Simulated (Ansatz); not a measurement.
# GeHF3 (SMILES [F][GeH]([F])[F]): B3LYP/6-31G(d) (Cartesian functions)

What is the energy change on altering one bond length of GeHF3 at B3LYP/6-31G* (Cartesian functions)? 

The results are computed with Ansatz 0.2.0.

48 further runs of the same task are left out: 48 set aside as unsound or not needed. Runs told in other sessions of the task aren't counted.

## (1) The molecule

GeHF3 has 5 atoms, charge 0, and is taken as a singlet. As SMILES, `[F][GeH]([F])[F]`. Geometry: relaxed at PBE0-D4/def2-TZVP.

Bond lengths: F1–Ge2 1.707 Å, Ge2–F3 1.707 Å, Ge2–F4 1.707 Å, Ge2–H5 1.516 Å. Angles: F1–Ge2–F3 106.4°, F1–Ge2–F4 106.4°, F3–Ge2–F4 106.4°, F1–Ge2–H5 112.4°, F3–Ge2–H5 112.4°, F4–Ge2–H5 112.4°.

## (2) A single-point energy at B3LYP/6-31G(d) (Cartesian functions)

in.yaml

```yaml
crystal:
  periodic: [false, false, false]
  atoms:
    - {symbol: F, position_ang: [-0.249800, -0.734100, 1.483000]}
    - {symbol: Ge, position_ang: [0.095600, -0.008700, -0.023300]}
    - {symbol: F, position_ang: [-0.673100, 1.515700, -0.011300]}
    - {symbol: F, position_ang: [-0.708100, -0.944000, -1.204000]}
    - {symbol: H, position_ang: [1.585200, 0.097300, -0.285700]}
basis:
  gaussian:
    orbitals: "6-31G*"
hamiltonian:
  xc: {name: B3LYP}
accuracy: high
output: {orbitals: {seedname: orbitals}}
```

Run with:

```bash
$ ansatz run in.yaml --threads 1 --pin off --max-ram 3480MiB --events-out events.jsonl --progress --plain --runs-dir runs
```

The program printed:

```text
Warning: RAYON_NUM_THREADS=1 ignored (pool sized by the plan → 1); use --threads N
Functional definition: B3LYP
  name "B3LYP"
  parameter a0 = 0.2
  parameter ax = 0.72
  parameter ac = 0.81
  exchange = (1 - a0 - ax)*slater_x + ax*b88_x + a0*exact_x
  correlation = (1 - ac)*vwn_rpa_c + ac*lyp_c
1592 factors; integrals over basis functions are off by at most 4.0e-9 eV
mean field evaluation 1: about -64676.8118 eV, gradient 5.4e1 eV
mean field evaluation 2: about -64667.9286 eV, gradient 9.6e1 eV
mean field evaluation 4: about -64681.1000 eV, gradient 7.6e-1 eV
mean field evaluation 8: about -64681.1580 eV, gradient 9.6e-3 eV
mean field evaluation 16: about -64681.1580 eV, gradient 2.0e-6 eV
mean field -64681.15798276 eV, -2376.9887134030 hartree, gradient 1.4e-8 eV, S^2 0.000000; 0 other end points of the search recorded, 0 dependent functions left out
reference -64681.15802018 eV, -2376.9887147782 hartree; 30, 30 occupied and 52, 52 virtual orbitals, 1592 factors
Total energy: -64681.15802018 eV, -2376.9887147782 hartree
```

Wall time 6.9 s (1 thread of Arm Neoverse V1, shared host); peak memory 0.26 GiB.

## (3) The distorted shape

in.yaml

```yaml
crystal:
  periodic: [false, false, false]
  atoms:
    - {symbol: F, position_ang: [-0.422508, -1.096816, 2.236183]}
    - {symbol: Ge, position_ang: [0.095600, -0.008700, -0.023300]}
    - {symbol: F, position_ang: [-0.673100, 1.515700, -0.011300]}
    - {symbol: F, position_ang: [-0.708100, -0.944000, -1.204000]}
    - {symbol: H, position_ang: [1.585200, 0.097300, -0.285700]}
basis:
  gaussian:
    orbitals: "6-31G*"
output:
  orbitals: {seedname: orbitals}
accuracy: high
hamiltonian:
  xc: {name: B3LYP}
```

Run with:

```bash
$ ansatz run in.yaml --threads 1 --pin off --max-ram 3480MiB --events-out events.jsonl --progress --plain --runs-dir runs
```

The program printed, shortened:

```text
Warning: RAYON_NUM_THREADS=1 ignored (pool sized by the plan → 1); use --threads N
[... 7 set-up lines as earlier in the session ...]
1531 factors; integrals over basis functions are off by at most 4.2e-9 eV
mean field evaluation 1: about -64670.3421 eV, gradient 6.4e1 eV
mean field evaluation 2: about -64408.4154 eV, gradient 2.5e2 eV
mean field evaluation 4: about -64677.4346 eV, gradient 1.6e1 eV
mean field evaluation 8: about -64677.7807 eV, gradient 4.8e-1 eV
mean field evaluation 16: about -64677.8314 eV, gradient 1.5e-4 eV
mean field -64677.83136478 eV, -2376.8664624469 hartree, gradient 3.1e-8 eV, S^2 0.000000; 0 other end points of the search recorded, 0 dependent functions left out
reference -64677.83140240 eV, -2376.8664638295 hartree; 30, 30 occupied and 52, 52 virtual orbitals, 1531 factors
Total energy: -64677.83140240 eV, -2376.8664638295 hartree
```

Wall time 6.6 s (1 thread of Arm Neoverse V1, shared host); peak memory 0.25 GiB.

## (4) Summary of results

Level: B3LYP/6-31G* (Cartesian functions).

```
                                                          quantity           value
                                         first shape: total energy  -2376.98871 Eh
                                          first shape: HOMO energy       -10.74 eV
                                          first shape: LUMO energy        -0.56 eV
                                        first shape: HOMO–LUMO gap        10.18 eV
                                     distorted shape: total energy  -2376.86646 Eh
                                      distorted shape: HOMO energy        -8.26 eV
                                      distorted shape: LUMO energy        -4.08 eV
                                    distorted shape: HOMO–LUMO gap         4.18 eV
energy change with the F1–Ge2 bond stretched from 1.707 to 2.561 Å        3.327 eV
```

With the F1–Ge2 bond stretched from 1.707 to 2.561 Å the energy rises by 3.33 eV (77 kcal/mol). The first shape isn't relaxed at this level, so the change isn't measured from a minimum.
